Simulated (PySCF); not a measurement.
# C4H13GeN (GeH3(NHtBu)): the cost of one run

Programs: PySCF 2.14.0, with routines of our own; each step states its level. All values are computed. Atoms count from 0.

## 1. The system as given

19 atoms, charge 0, multiplicity 1; geometry from: GFN2-xTB.

## 2. Magnetic properties: GIAO KT3/def2-SVP

What the job is given:

```
{"job": {"kind": "mag", "xc": "KT3", "basis": "def2-SVP"}, "charge": 0, "multiplicity": 1}
Ge     1.022500     1.399340     1.699210
H      0.711360     1.525200     3.154160
H      2.448120     0.989990     1.507730
H      0.836300     2.748270     1.042860
N     -0.050540     0.068580     1.120470
C     -0.243350    -0.346750    -0.262280
C      1.111260    -0.354550    -0.962050
C     -0.828960    -1.763440    -0.255840
C     -1.198640     0.601670    -0.997110
H     -0.928630     0.012110     1.620130
H      1.017240    -0.739120    -1.974310
H      1.511380     0.658210    -1.007500
H      1.807400    -0.978770    -0.406760
H     -0.167250    -2.433830     0.286890
H     -0.948000    -2.131830    -1.271570
H     -1.802170    -1.771320     0.231230
H     -0.790870     1.611840    -0.991800
H     -2.169930     0.618370    -0.505100
H     -1.337210     0.286030    -2.028380
```

Level: GIAO KT3/def2-SVP magnetisability, rotational g tensor and spin-rotation constants, non-relativistic, gas phase.

Run with:

```bash
$ OMP_NUM_THREADS=1 python excited_run.py task.json out
```

One launch serves the whole session: the jobs run in the order shown.

Q: Estimate the wall time and peak memory of this first job on 1 thread of Arm Neoverse V2, shared host.

About 43 s, with a peak of 0.68 GiB.
